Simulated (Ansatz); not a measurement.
**TiSe, relaxed**

Aim: in TiSe, a structure type of another compound, with these elements put in, relax cell and atoms at 20 GPa, then read levels, charges and fields where it ends.

Computed, not measured: Ansatz 0.2.0, DFT, r2SCAN, no spin polarisation, plane waves, PAW.

Symmetry: P6_3/mmc, No. 194, hexagonal system. Conventional cell: a = 3.471 Å, b = 3.471 Å, c = 6.795 Å, α = 90.00°, β = 90.00°, γ = 120.00°. Ti (site symmetry -6m2) has 6 Se at 2.63 Å as nearest neighbours. Around Se (site symmetry -3m) lie 6 Ti at 2.63 Å.

Coordinates:

```cif
data_structure
_symmetry_space_group_name_H-M 'P 1'
_symmetry_Int_Tables_number 1
_cell_length_a 3.4713
_cell_length_b 3.4713
_cell_length_c 6.7955
_cell_angle_alpha 90.000
_cell_angle_beta 90.000
_cell_angle_gamma 120.000
_cell_volume 70.92
loop_
_atom_site_label
_atom_site_type_symbol
_atom_site_fract_x
_atom_site_fract_y
_atom_site_fract_z
_atom_site_occupancy
Ti1 Ti 0.33330 0.66670 0.25000 1
Ti2 Ti 0.66660 0.33330 0.75000 1
Se1 Se 0.00000 0.00000 0.00000 1
Se2 Se 0.00000 0.00000 0.50000 1
```

The first density is read from a saved solution for the starting cell.

The structure above is the start of the run; the results belong to its end.

| quantity | value |
| --- | --- |
| moves | 5 |
| largest move | 0.00 Å |
| space group (0.01 Å), before / after | P6_3/mmc / P6_3/mmc |
| cell | a = 3.258 Å, b = 3.258 Å, c = 6.697 Å, α = 90.00°, β = 90.00°, γ = 120.00° |
| volume | 15.39 Å³/atom (-13.2 %) |
| pressure at the end | 20.00 GPa |
| character | metal |
| density of states, mean within 0.25 eV of the Fermi level | 1.3 per eV per cell |
| Bader charges | Ti +1.22, Se -1.22 e |

In words: The volume shrank by 13.2 %, and the atoms end where they began within the cell. With 24 symmetry operations imposed, the end may be a saddle point towards distortions that break them. Bands cross the Fermi level: a metal; within 0.25 eV of the Fermi level the density of states averages 1.3 per eV per cell, mostly Ti d (91 %), but it varies sharply: 0.54 at the Fermi level itself, on this mesh. By Bader's partition Ti gives up most (+1.22 e) and Se takes most (-1.22 e).

**Question.** Which input and command would start the first run of this session?

The input that was used; it is not the only one that fits:

Contents of input.yaml:

```yaml
crystal:
  lattice:
    - [3.471342, 0.0, 0.0]
    - [-1.735671, 3.006274, 0.0]
    - [0.0, 0.0, 6.795479]
  atoms:
    - { symbol: Ti, position: [0.3333, 0.6667, 0.25] }
    - { symbol: Ti, position: [0.6666, 0.3333, 0.75] }
    - { symbol: Se, position: [0.0, 0.0, 0.0] }
    - { symbol: Se, position: [0.0, 0.0, 0.5] }
  symmetry: { tolerance: 0.0003 }
kpoints:
  mp_grid: { grid: [11, 11, 5], shift: [0, 0, 0] }
magnetization:
  spin_polarized: false
scf:
  occupations: { method: fermi_dirac }
  lower_state_search: "off"
hamiltonian:
  pseudopotentials: { kind: paw }
  xc: r2scan
basis:
  ecutwfc: 500
  fft_grid_basis: typed
relax:
  max_steps: 60
  cell: { p_target: 20.0 }
output:
  forces: true
  stress: true
  eigenvalues: true
  bader: true
  populations: true
  elf: true
  write_potential: true
  volumetric_format: npy
  dos:
    e_range: [-12, 8]
    de: 0.05
    projected: { site_lists: { Se: [Se], Ti: [Ti] } }
checkpoint:
  read: saved_state
```

Command:

```
ansatz run input.yaml --threads 2 --pin off --max-ram 3584MiB --backend cpu --events-out ev --progress --plain --runs-dir out
```
